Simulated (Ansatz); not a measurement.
# CH₆BFOSi: small, medium and large basis sets

An exercise on one series of results from a longer session: the logs are not shown, and one member is left open.

Program: Ansatz 0.2.0, Gaussian basis. Level of theory: one geometry, several basis sets. These are calculated values, not measurements.

The runs, in order: PBE0-D4/def2-SVP; ωB97M-V/def2-SVP; PBE0-D4/def2-QZVPP; ωB97M-V/def2-QZVPP; the functionals' def2-TZVPP values are taken from earlier runs.

## The geometry

An earlier PBE0-D4 in a triple-zeta def2 set relaxation fixed the geometry.

SMILES `B[SiH2]C(O)F`, 11 atoms, charge 0, spin multiplicity 1.

Atoms are counted from 1 here; the program's logs count them from 0.

Bond lengths: B1–Si2 2.007 Å, B1–H6 1.196 Å, B1–H7 1.193 Å, Si2–C3 1.915 Å, Si2–H8 1.490 Å, Si2–H9 1.493 Å, C3–O4 1.380 Å, C3–F5 1.399 Å, C3–H10 1.098 Å, O4–H11 0.963 Å. Angles: Si2–B1–H6 120.1°, Si2–B1–H7 121.8°, H6–B1–H7 118.0°, B1–Si2–C3 112.2°, B1–Si2–H8 113.1°, B1–Si2–H9 108.5°, C3–Si2–H8 107.7°, C3–Si2–H9 107.2°, H8–Si2–H9 107.9°, Si2–C3–O4 108.3°, Si2–C3–F5 108.6°, Si2–C3–H10 113.5°, O4–C3–F5 109.8°, O4–C3–H10 111.6°, F5–C3–H10 104.9°, C3–O4–H11 109.7°.

The first run:

The input, in.yaml:

```yaml
crystal:
  periodic: [false, false, false]
  atoms:
    - {symbol: B, position_ang: [-0.688074, 1.112985, 1.534748]}
    - {symbol: Si, position_ang: [-0.859825, 0.302635, -0.293739]}
    - {symbol: C, position_ang: [0.741231, -0.595641, -0.840314]}
    - {symbol: O, position_ang: [1.027890, -1.573285, 0.089895]}
    - {symbol: F, position_ang: [1.782497, 0.337193, -0.883285]}
    - {symbol: H, position_ang: [-1.661221, 1.492735, 2.116864]}
    - {symbol: H, position_ang: [0.373488, 1.264936, 2.058542]}
    - {symbol: H, position_ang: [-1.983986, -0.669259, -0.399966]}
    - {symbol: H, position_ang: [-1.107892, 1.398962, -1.276169]}
    - {symbol: H, position_ang: [0.688065, -1.007058, -1.857295]}
    - {symbol: H, position_ang: [1.753226, -2.121204, -0.228581]}
basis:
  gaussian: {orbitals: def2-SVP}
hamiltonian: {xc: pbe0, dispersion: d4}
output: {orbitals: {seedname: orbitals}}
```

Among the steps run: PBE0-D4 in def2-SVP; ωB97M-V in def2-SVP; PBE0-D4 in def2-QZVPP; ωB97M-V in def2-QZVPP.

One of the session's tables, all rows but one given; the rest of the session is left out.

It belongs to the step «Density functionals: the series». 

| functional | basis | HOMO (eV) | LUMO (eV) |
| --- | --- | --- | --- |
| PBE0-D4 | def2-SVP | ? | ? |
| PBE0-D4 | def2-TZVPP | -8.17 | -2.42 |
| PBE0-D4 | def2-QZVPP | -8.20 | -2.44 |
| ωB97M-V | def2-SVP | -10.30 | -0.28 |
| ωB97M-V | def2-TZVPP | -10.42 | -0.45 |
| ωB97M-V | def2-QZVPP | -10.45 | -0.49 |

Q: Estimate the row for PBE0-D4, def2-SVP from the others.

As computed: HOMO (eV): -8.07; LUMO (eV): -2.35. In the column «HOMO (eV)» it is the highest.
